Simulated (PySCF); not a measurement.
# C5H3BF2: the cost of one run

Computed with PySCF 2.14.0 and routines of our own; the level stands in each step. Atoms count from 0.

### Step 1. The starting structure

11 atoms, charge 0, multiplicity 1; geometry from: GFN2-xTB.

### Step 2. Relaxing the molecule at PBE0-D3(BJ)/def2-SVP

The job: settings as JSON, then the geometry in Å.

```
{"job": {"xc": "PBE0", "basis": "def2-SVP", "d3": "d3bj", "grid": 2, "kind": "geom"}, "charge": 0, "multiplicity": 1}
C     -2.428373     0.430207    -1.748506
C     -1.896379     0.323864    -0.678040
C     -1.299230     0.197385     0.596033
C     -0.020546     0.319807     0.804679
C      1.266336     0.401201     1.010759
B      2.217475    -0.812659     0.946916
F      3.520154    -0.694991     1.130297
F      1.813352    -2.047468     0.714364
H     -2.891574     0.519910    -2.685132
H     -1.971998    -0.005534     1.420914
H      1.696207     1.370948     1.235709
```

The run is started by

```
$ OMP_NUM_THREADS=1 python excited_run.py task.json out
```

The driver reads the jobs from task.json and runs them one after another.

Q: Estimate the wall time and peak memory of this first job on 1 thread of Arm Neoverse V1, shared host.

About 34 s, with a peak of 0.64 GiB.
